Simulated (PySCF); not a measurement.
# Si²⁺: the SCF solver's settings

Do solver options change the result for Si²⁺, or only the number of cycles?

Computed with PySCF 2.14.0. Level: each script names its method and basis.

2 further runs of the same task are left out: 2 that didn't finish.

## (1) The atom

Si²⁺: 1 atom, charge 2, spin multiplicity 1.

## (2) The base run

File input.py:

```python
from pyscf import gto, scf, mcscf

mol = gto.M(
    atom='Si 0 0 0',
    basis='cc-pvqz',
    charge=2,
    spin=0,
    symmetry=True,
    verbose=4,
)
mf = scf.RHF(mol)
mf.kernel()
mc = mcscf.CASCI(mf, 4, 2)
mc.kernel()
mc.analyze()
mf.dip_moment()
print('orbital energies (hartree):', mf.mo_energy[..., max(0, mol.nelec[1]-3):mol.nelec[0]+3].round(4))
```

Launch:

```
$ python input.py
```

Its log is not repeated here.

Base result: E(SCF) = -287.995526 Eh, 6 cycles, E(CAS) − E(SCF) = -0.03067 Eh.

## (3) Second-order solver on

Variant 1 changes second-order solver: off → on.

File input.py:

```python
from pyscf import gto, scf, mcscf

mol = gto.M(
    atom='Si 0 0 0',
    basis='cc-pvqz',
    charge=2,
    spin=0,
    symmetry=True,
    verbose=4,
)
mf = scf.RHF(mol)
mf = mf.newton()
mf.kernel()
mc = mcscf.CASCI(mf, 4, 2)
mc.kernel()
mc.analyze()
mf.dip_moment()
print('orbital energies (hartree):', mf.mo_energy[..., max(0, mol.nelec[1]-3):mol.nelec[0]+3].round(4))
```

Launch:

```
$ python input.py
```

## (4) Convergence threshold 1e-13 hartree

Variant 2 changes convergence threshold: default → 1e-13 hartree.

input.py, as its differences from that of step 2:

```diff
@@ -11,2 +11,3 @@
 mf = scf.RHF(mol)
+mf.conv_tol = 1e-13
 mf.kernel()
```

## (5) DIIS space 4

Variant 3 changes DIIS space: default → 4.

input.py, as its differences from that of step 2:

```diff
@@ -11,2 +11,3 @@
 mf = scf.RHF(mol)
+mf.diis_space = 4
 mf.kernel()
```

Q: Predict the outcome of this session. Wanted: for each run, E(SCF); from base; gap; after the SCF.

As calculated:

```tsv
run	E(SCF) (hartree)	from base (eV)	cycles	gap (eV)	after the SCF
base	-287.995526	0	6	16.67	CASCI correlation -0.835 eV
second-order solver on	-287.995526	0.0000	4 macro	16.67	CASCI correlation -0.835 eV
convergence threshold 1e-13 hartree	-287.995526	0.0000	9	16.67	CASCI correlation -0.835 eV
DIIS space 4	-287.995526	0.0000	6	16.67	CASCI correlation -0.835 eV
```

Distance from each run's final energy (log10 hartree) by cycle:

```tsv
run	cycle 1	cycle 2	cycle 3	cycle 5	cycle 8	cycle 12
base	-1.5	-2.9	-4.4	-10.6	done	done
second-order solver on	-2.5	-6.8	< -11	done	done	done
convergence threshold 1e-13 hartree	-1.5	-2.9	-4.4	-10.6	< -11	done
DIIS space 4	-1.5	-2.9	-4.4	-10.6	done	done
```

**Reading.** The SCF energy stays the same, to the digits that matter, with second-order solver on or convergence threshold 1e-13 hartree or DIIS space 4. The cycles with DIIS space 4 repeat those of the base digit for digit, so the setting never acted.
